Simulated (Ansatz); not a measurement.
This script drives Ansatz's Python interface.

`tlbi.py`
```python
'''Fermi surface readings for TlBi.'''

import ansatz as az

SETTINGS = {
    'xc': 'r2SCAN',
    'kgrid': (6, 6, 6),
    'smearing': 'fermi_dirac',
    'max_scf': 60,
}


def main() -> None:
    lattice = az.Lattice.of(
        (3.99171, 0.0, 0.0),
        (0.0, 3.99171, 0.0),
        (0.0, 0.0, 3.99171),
    )
    sites = [
        ('Tl', (0.0, 0.0, 0.0)),
        ('Bi', (0.5, 0.5, 0.5)),
    ]
    structure = az.Crystal(lattice=lattice)
    for symbol, position in sites:
        structure = structure.atom(symbol, position)

    setup = (
        structure.calculation()
        .functional(SETTINGS['xc'])
        .pseudopotentials('paw')
        .basis(21 * az.Ha, xc_grid=1)
        .accuracy('low')
        .kpoints(*SETTINGS['kgrid'])
        .occupations(SETTINGS['smearing'], width=100 * az.meV)
        .scf(max_iterations=SETTINGS['max_scf'])
        .eigenstates(nscf_kmesh=(8, 8, 8), level_slopes=True)
    )
    surface = setup.run(threads=1).fermi_surface().to_plain()
    for way, reading in surface.items():
        if reading:
            rho_lambda = [f'{v:.3e}' for v in reading['resistivity_times_mean_free_path_ohm_m2']]
            print(f'{way:24s} area {reading["spin_summed_area_per_ang2"]:8.3f} 1/A^2  rho*lambda (ohm m^2) {rho_lambda}')


if __name__ == '__main__':
    main()
```

It is started by `python tlbi.py`. Estimate its wall time and peak memory on 1 thread of Arm Neoverse N1, with other jobs on the host.

It took about 16 s, with a peak of 0.41 GiB, for 1 run of the engine.

```console
$ python tlbi.py
by_tetrahedra            area   31.760 1/A^2  rho*lambda (ohm m^2) ['9.626e-16', '9.626e-16', '9.626e-16']
by_slopes                area   30.347 1/A^2  rho*lambda (ohm m^2) ['1.007e-15', '1.007e-15', '1.007e-15']
on_every_second_point    area   23.097 1/A^2  rho*lambda (ohm m^2) ['1.324e-15', '1.324e-15', '1.324e-15']
```

These settings explore the input space; cutoff and mesh may be short of convergence. The mesh is modest for a metal, so energies can be off by several to tens of meV an atom and pressures by half a GPa or more; differences at equal mesh fare better. xc_grid=1 is under the default for a meta-GGA and makes forces and stresses depend on the grid. Spin-orbit coupling, which matters for elements this heavy, is left out. The structure comes from a database of computed cells and needn't be a stable or known phase. The three readings differ by the mesh error.

(Lines on the test bed's own set-up are left out of the output.)
